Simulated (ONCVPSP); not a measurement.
**Pseudopotential generation for Ti: ONCV, LDA (Perdew-Wang 92)**

Do these settings give a usable potential? It is generated, then checked for transferability, scattering, ghosts and hardness.

Program: ONCVPSP 4.0.1.1 (patched build). Reference atom: LDA (Perdew-Wang 92), scalar-relativistic, spherical and spin-unpolarised. All values are calculated.

## Step 1: Starting point

Typed settings, in words:

- element: titanium (Ti, Z = 22)
- type: optimised norm-conserving Vanderbilt (ONCV)
- frozen core: [Ne]
- valence charge: 12
- reference configuration: 3s2 3p6 3d2 4s2
- partial waves: 3s+4s: rc 1.65 bohr, ncon 4, nbas 8, qcut 8.2 1/bohr, 2 projectors; 3p: rc 0.95 bohr, ncon 4, nbas 8, qcut 7.2 1/bohr, 2 projectors, debl 0.7 Ha; 3d: rc 1.95 bohr, ncon 4, nbas 8, qcut 7.3 1/bohr, 2 projectors, debl 1 Ha
- local potential: polynomial inside 0.80 bohr (lpopt 5, dvloc0 6 Ha)
- core correction: Teter function, fcfact 5, rcfact 1.2

An earlier all-electron run gives the scale for the radii.

All-electron outer shells of the reference configuration (LDA (PZ), scalar-relativistic, ld1.x):

| shell | level (eV) | outermost node (bohr) | outermost maximum (bohr) |
| --- | --- | --- | --- |
| 2p | -443.98 | – | 0.22 |
| 3s | -62.26 | 0.40 | 0.87 |
| 3p | -38.78 | 0.37 | 0.90 |
| 4s | -4.60 | 1.25 | 2.88 |
| 3d | -4.46 | – | 0.97 |
| 4p | -1.54 | 1.39 | 3.80 |

## Step 2: The generation run

Ti.dat reads:

```
# ATOM AND REFERENCE CONFIGURATION
# atsym  z   nc   nv     iexc    psfile
  Ti 22.00    3    4  -001012      upf
#
#   n    l    f
    1    0    2.00
    2    0    2.00
    2    1    6.00
    3    0    2.00
    3    1    6.00
    3    2    2.00
    4    0    2.00
#
# PSEUDOPOTENTIAL AND OPTIMIZATION
# lmax
    2
#
#   l,   rc,      ep,       ncon, nbas, qcut
    0    1.65    0.00    4    8    8.20
    1    0.95    0.00    4    8    7.20
    2    1.95    0.00    4    8    7.30
#
# LOCAL POTENTIAL
# lloc, lpopt,  rc(5),   dvloc0
    4    5    0.80    6.00
#
# VANDERBILT-KLEINMAN-BYLANDER PROJECTORs
# l, nproj, debl
    0    2    1.90
    1    2    0.70
    2    2    1.00
#
# MODEL CORE CHARGE
# icmod, fcfact, rcfact
    3    5.00    1.20
#
# LOG DERIVATIVE ANALYSIS
# epsh1, epsh2, depsh
   -4.00    5.00    0.02
#
# OUTPUT GRID
# rlmax, drl
    6.00    0.01
#
# TEST CONFIGURATIONS
# ncnf
    4
# nvcnf
#   n    l    f
    4
    3    0    2.00
    3    1    6.00
    3    2    2.00
    4    0    1.00
#
    4
    3    0    2.00
    3    1    6.00
    3    2    2.00
    4    0    0.00
#
    4
    3    0    2.00
    3    1    6.00
    3    2    1.00
    4    0    0.00
#
    5
    3    0    2.00
    3    1    6.00
    3    2    1.00
    4    0    2.00
    4    1    1.00
#
```

Run with:

```sh
$ oncvpsp.x < Ti.dat > Ti.out
```

What does the calculation give? Wanted: cutoffs for 1 and 0.1 mHa per electron, occupied waves; bound ghosts; GHOST(+) flags; largest test error; largest phase difference near zero energy, channels read; rms error of d²Exc/dn², without and with the model core; projector energies reset by the program.

As calculated:

| quantity | value |
| --- | --- |
| cutoffs for 1 and 0.1 mHa per electron, occupied waves | 40 Ha and 196 Ha |
| bound ghosts | none found |
| GHOST(+) flags | none at low energy |
| largest test error (AE − PS) | +92 meV, for 3s2 3p6 3d1 4s0 |
| largest phase difference near zero energy, channels read | 0.000 rad |
| rms error of d²Exc/dn², without and with the model core | 2.51 and 0.96 mHa |
| projector energies reset by the program | p: -1.426, 0.250 Ha |

What this shows: By total energies transferability is fair: the largest error is 92 meV on 48.5 eV, for 3s2 3p6 3d1 4s0. That test lies far up in energy; among those under 40 eV, nearer to bonding, the largest error is 89 meV. It counts as hard, with 40 Ha needed at the looser tolerance. The tighter tolerance needs 196 Ha, and converged work needs a cutoff nearer that. At the looser tolerance the 3p wave is the slowest; 3d needs 22 Ha. The program's ghost test flags no bound state. Near zero energy the phases of the channels with partial waves agree within 0.001 rad. All of this concerns the isolated atom, not yet a solid.
